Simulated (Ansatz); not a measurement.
# C8H14O2: a ladder of functionals and wavefunction methods

How much do the methods differ for C8H14O2? The plan is to run it at one geometry with functionals of several rungs and with coupled cluster. The yardstick is the atomisation energy at the CCSD(T) limit.

Program: Ansatz 0.2.0, Gaussian basis. Level of theory: functionals in def2-TZVPP, the program's frozen cores in correlated methods. These are calculated values, not measurements.

Levels to be run: LDA (SPW92), PBE-D4, revPBE-D4, BLYP-D4, r2SCAN-D4, B97M-V, PBE0-D4, B3LYP-D4, r2SCANh-D4, r2SCAN0-D4, HSE06-D4, BHLYP-D4, CAM-B3LYP-D4, LC-ωPBE, ωB97X-V, ωB97M-V, B2PLYP, PBE-QIDH; CCSD(T)/def2-SVP; CCSD(T)/def2-TZVPP; MP2/def2-QZVPP; extrapolation to the limit.

## 1. Structure used throughout

All runs share one geometry, relaxed beforehand with PBE0-D4 in a triple-zeta def2 set.

SMILES `CC(=O)CC(=O)CC(C)C`, 24 atoms, charge 0, spin multiplicity 1.

Atoms are counted from 1 here; the program's logs count them from 0.

Bond lengths: C1–C2 1.498 Å, C1–H11 1.094 Å, C1–H12 1.088 Å, C1–H13 1.094 Å, C2–O3 1.205 Å, C2–C4 1.523 Å, C4–C5 1.524 Å, C4–H14 1.090 Å, C4–H15 1.090 Å, C5–O6 1.206 Å, C5–C7 1.502 Å, C7–C8 1.535 Å, C7–H16 1.093 Å, C7–H17 1.096 Å, C8–C9 1.521 Å, C8–C10 1.521 Å, C8–H18 1.097 Å, C9–H19 1.094 Å and more. Angles: C2–C1–H11 109.8°, C2–C1–H12 110.4°, C2–C1–H13 109.2°, H11–C1–H12 110.9°, H11–C1–H13 106.7°, H12–C1–H13 109.6°, C1–C2–O3 123.4°, C1–C2–C4 115.8°, O3–C2–C4 120.8°, C2–C4–C5 107.0°, C2–C4–H14 108.1°, C2–C4–H15 110.9°, C5–C4–H14 111.2°, C5–C4–H15 108.2°, H14–C4–H15 111.3°, C4–C5–O6 120.5°, C4–C5–C7 116.2°, O6–C5–C7 123.3° and more.

## 2. LDA

This LDA is Slater exchange with PW92 correlation.

Input file in.yaml:

```yaml
crystal:
  periodic: [false, false, false]
  atoms:
    - {symbol: C, position_ang: [-0.444426, 3.267151, 1.869079]}
    - {symbol: C, position_ang: [0.461192, 2.128596, 1.510651]}
    - {symbol: O, position_ang: [1.624292, 2.270262, 1.230085]}
    - {symbol: C, position_ang: [-0.188301, 0.752138, 1.468341]}
    - {symbol: C, position_ang: [-0.752527, 0.567648, 0.065243]}
    - {symbol: O, position_ang: [-1.869941, 0.937356, -0.197885]}
    - {symbol: C, position_ang: [0.172652, -0.044326, -0.947144]}
    - {symbol: C, position_ang: [0.355020, -1.556522, -0.756416]}
    - {symbol: C, position_ang: [-0.964558, -2.299870, -0.899750]}
    - {symbol: C, position_ang: [1.389192, -2.077570, -1.742705]}
    - {symbol: H, position_ang: [-1.366516, 3.205956, 1.284370]}
    - {symbol: H, position_ang: [0.057679, 4.218526, 1.704628]}
    - {symbol: H, position_ang: [-0.732086, 3.180399, 2.921415]}
    - {symbol: H, position_ang: [0.578193, 0.009090, 1.686072]}
    - {symbol: H, position_ang: [-1.013115, 0.689159, 2.178195]}
    - {symbol: H, position_ang: [-0.235002, 0.155663, -1.941278]}
    - {symbol: H, position_ang: [1.147938, 0.447311, -0.857674]}
    - {symbol: H, position_ang: [0.740411, -1.729317, 0.256176]}
    - {symbol: H, position_ang: [-1.384003, -2.150610, -1.899103]}
    - {symbol: H, position_ang: [-1.710656, -1.957867, -0.179027]}
    - {symbol: H, position_ang: [-0.821672, -3.373064, -0.753191]}
    - {symbol: H, position_ang: [1.054965, -1.919027, -2.772423]}
    - {symbol: H, position_ang: [2.349657, -1.571426, -1.619970]}
    - {symbol: H, position_ang: [1.551601, -3.149657, -1.607712]}
basis:
  gaussian: {orbitals: def2-TZVPP}
hamiltonian: {xc: lda}
output: {orbitals: {seedname: orbitals}}
```

Command:

```console
$ ansatz run in.yaml --threads 5 --pin off --events-out ev --progress --plain --max-ram 66560MiB --backend cuda --devices 0, --max-vram 37GiB
```

The runs that follow: PBE-D4 (GGA); revPBE-D4 (GGA); BLYP-D4 (GGA); r2SCAN-D4 (meta-GGA); B97M-V (meta-GGA); PBE0-D4 (hybrid); B3LYP-D4 (hybrid); r2SCANh-D4 (hybrid); r2SCAN0-D4 (hybrid); HSE06-D4 (hybrid); BHLYP-D4 (hybrid); CAM-B3LYP-D4 (range-separated); LC-ωPBE (range-separated); ωB97X-V (range-separated); ωB97M-V (range-separated); B2PLYP (double hybrid); PBE-QIDH (double hybrid); CCSD(T) in def2-SVP; CCSD(T) in def2-TZVPP; MP2 in def2-QZVPP.

Q: Predict the results of all the runs planned. Wanted: atomisation energy, CCSD(T)/CBS; farthest beyond LDA; mean size of error, GGA; mean size of error, meta-GGA; mean size of error, hybrid; mean size of error, range-separated; mean size of error, double hybrid; gap, smallest and largest; T1 diagnostic.

The runs gave:

| quantity | value |
| --- | --- |
| atomisation energy, CCSD(T)/CBS | 104.965 eV |
| functionals within 0.525 eV (0.5 %) | revPBE-D4, BLYP-D4, B97M-V, B3LYP-D4, r2SCANh-D4, LC-ωPBE, ωB97X-V, ωB97M-V, PBE-QIDH |
| farthest beyond LDA | BHLYP-D4 (-3.025 eV) |
| mean size of error, GGA | 1.172 eV |
| mean size of error, meta-GGA | 0.439 eV |
| mean size of error, hybrid | 1.053 eV |
| mean size of error, range-separated | 0.379 eV |
| mean size of error, double hybrid | 0.458 eV |
| gap, smallest and largest | 3.33 eV (LDA (SPW92)), 11.18 eV (LC-ωPBE) |
| T1 diagnostic | 0.0132 |
| triples share of the correlation energy | 4.1 % |

**Reading.** The LDA atomisation energy is off by 15.800 eV (15 %): it overbinds. PBE-D4 is off by +2.989 eV. Double hybrids carry the basis error of their MP2 part in triple zeta, and no dispersion term here, so their miss is partly the set-up's. The rungs range-separated, meta-GGA, double hybrid miss on average by less than the doubt on the reference (0.525 eV), so they tie. The reference freezes the cores and leaves out relativity and excitations past (T), so misses under about 0.525 eV can't be ranked. Hartree-Fock recovers 74 % of the binding; the rest is correlation. CCSD(T) in def2-SVP is off by -3.833 eV, so the small basis spoils what the method gains. Orbital gaps span 3.3 to 11.2 eV; exact exchange widens them.
